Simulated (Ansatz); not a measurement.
# SiO2 (Stishovite): the cost of one run

Computed with Ansatz 0.2.0 (DFT, PBE, plane-wave PAW, default files, scalar-relativistic, unless a step's input says otherwise).

## Step 1: The starting structure

Symmetry: P4_2/mnm, No. 136, tetragonal system. Conventional cell: a = 4.167 Å, b = 4.167 Å, c = 2.664 Å, α = 90.00°, β = 90.00°, γ = 90.00°. Si (site symmetry mmm) is surrounded by 6 O at 1.76 to 1.80 Å. O (site symmetry m2m) has 3 Si at 1.76 to 1.80 Å as nearest neighbours.

As a file:

```
CELL_PARAMETERS angstrom
4.16670 0.00000 0.00000
0.00000 4.16670 0.00000
0.00000 0.00000 2.66450
ATOMIC_POSITIONS crystal
Si 0.00000 0.00000 0.00000
Si 0.50000 0.50000 0.50000
O 0.30610 0.30610 0.00000
O 0.19390 0.80610 0.50000
O 0.69390 0.69390 0.00000
O 0.80610 0.19390 0.50000
```

## Step 2: Single point at the given positions

input.yaml reads:

```yaml
crystal:
  lattice:
    - [4.1667, 0.0, 0.0]
    - [0.0, 4.1667, 0.0]
    - [0.0, 0.0, 2.6645]
  atoms:
    - { symbol: Si, position: [0.0, 0.0, 0.0] }
    - { symbol: Si, position: [0.5, 0.5, 0.5] }
    - { symbol: O, position: [0.3061, 0.3061, 0.0] }
    - { symbol: O, position: [0.1939, 0.8061, 0.5] }
    - { symbol: O, position: [0.6939, 0.6939, 0.0] }
    - { symbol: O, position: [0.8061, 0.1939, 0.5] }
kpoints:
  mp_grid: { grid: [7, 7, 11] }
scf:
  occupations: { method: fermi_dirac, width: 0.02 }
hamiltonian:
  xc: pbe
  pseudopotentials: { kind: paw }
output:
  forces: true
  stress: true
  populations: true
  efg: { quadrupole_moments_barn: { O: -0.02558 }, contact_densities: true }
```

On the command line:

```bash
$ ansatz run input.yaml --threads 1 --pin off --max-ram 3072MiB --backend cpu --events-out ev --progress --plain --runs-dir out
```

What time and memory should one allow on 1 thread of Intel Xeon 6975P-C (Granite Rapids), shared host?

About 3.2 s, with a peak of 0.4 GiB.
